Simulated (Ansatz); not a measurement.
Geometry optimisation, Ansatz 0.2.0, DFT PBE, scalar-relativistic, plane waves, PAW.

Input file:

```yaml
crystal:
  lattice:
    - [0.0, 4.578, 4.578]
    - [4.578, 0.0, 4.578]
    - [4.578, 4.578, 0.0]
  atoms:
    - { symbol: Zr, position: [0.25, 0.25, 0.25] }
    - { symbol: "N", position: [0.0, 0.0, 0.0] }
    - { symbol: Zr, position: [0.25, 0.25, 0.75] }
    - { symbol: "N", position: [0.0, 0.0, 0.5] }
    - { symbol: Zr, position: [0.25, 0.75, 0.25] }
    - { symbol: "N", position: [0.0, 0.5, 0.0] }
    - { symbol: Zr, position: [0.25, 0.75, 0.75] }
    - { symbol: "N", position: [0.0, 0.5, 0.5] }
    - { symbol: Zr, position: [0.75, 0.25, 0.25] }
    - { symbol: "N", position: [0.5, 0.0, 0.0] }
    - { symbol: Zr, position: [0.75, 0.25, 0.75] }
    - { symbol: "N", position: [0.5, 0.0, 0.5] }
    - { symbol: Zr, position: [0.75, 0.75, 0.25] }
    - { symbol: "N", position: [0.5, 0.5, 0.0] }
    - { symbol: Zr, position: [0.75, 0.75, 0.75] }
    - { symbol: "N", position: [0.5, 0.5, 0.5] }
    - { symbol: "N", position: [0.37336696, 0.88048541, -0.12390167] }
basis:
  ecutwfc: 420.0
kpoints:
  mp_grid: { grid: [3, 3, 3] }
hamiltonian:
  xc: pbe
  pseudopotentials: { kind: paw, azcp: { folder: soft_1 } }
scf:
  occupations: { method: fermi_dirac, width: 0.05 }
  lower_state_search: "off"
relax:
  f_tol: 0.03
  max_steps: 60
  adjacent_minimum: "off"
output:
  write_density: true
  write_potential: true
  elf: true
  volumetric_format: npy
```

Launched with:

```bash
$ ansatz run input.yaml --threads 4 --pin off --max-ram 10240MiB --backend cpu --events-out ev --progress --plain --runs-dir out
```

Q: Where does it end, and by what steps?

A: The run converged. Limits of this set-up: coarse k mesh, odd electron count without spin, a small cell, in which the defect meets its images, a typed lattice constant that wasn't relaxed here. After 4 steps the energy has fallen by 2.489 eV; N10 moved furthest, 0.24 Å.

| step | energy less start (eV) | largest force component (eV/Å) | accepted |
| --- | --- | --- | --- |
| 0 | 0.0000 | 2.965 | yes |
| 1 | -2.3227 | 0.776 | yes |
| 2 | -2.4571 | 0.347 | yes |
| 3 | -2.4884 | 0.039 | yes |
| 4 | -2.4890 | 0.004 | yes |

```xyz
17
Lattice="0.0000 4.5780 4.5780 4.5780 0.0000 4.5780 4.5780 4.5780 0.0000" Properties=species:S:1:pos:R:3
Zr 2.281 2.299 2.300
N 0.141 -0.139 -0.138
Zr 4.585 4.573 2.295
N 2.283 2.297 -0.007
Zr 4.585 2.294 4.574
N 2.283 -0.008 2.298
Zr 6.864 4.573 4.574
N 4.587 2.296 2.298
Zr 2.281 4.568 4.569
N 0.141 2.428 2.429
Zr 4.590 6.877 4.569
N 2.152 4.439 2.429
Zr 4.590 4.568 6.878
N 2.152 2.428 4.440
Zr 6.864 6.872 6.873
N 4.587 4.570 4.571
N 3.435 1.144 5.723
```

Whether the end is a true minimum wasn't checked by a vibrational analysis.

The run took 27 s on 4 threads of Arm Neoverse V2, on a shared host, peak memory 0.81 GiB.
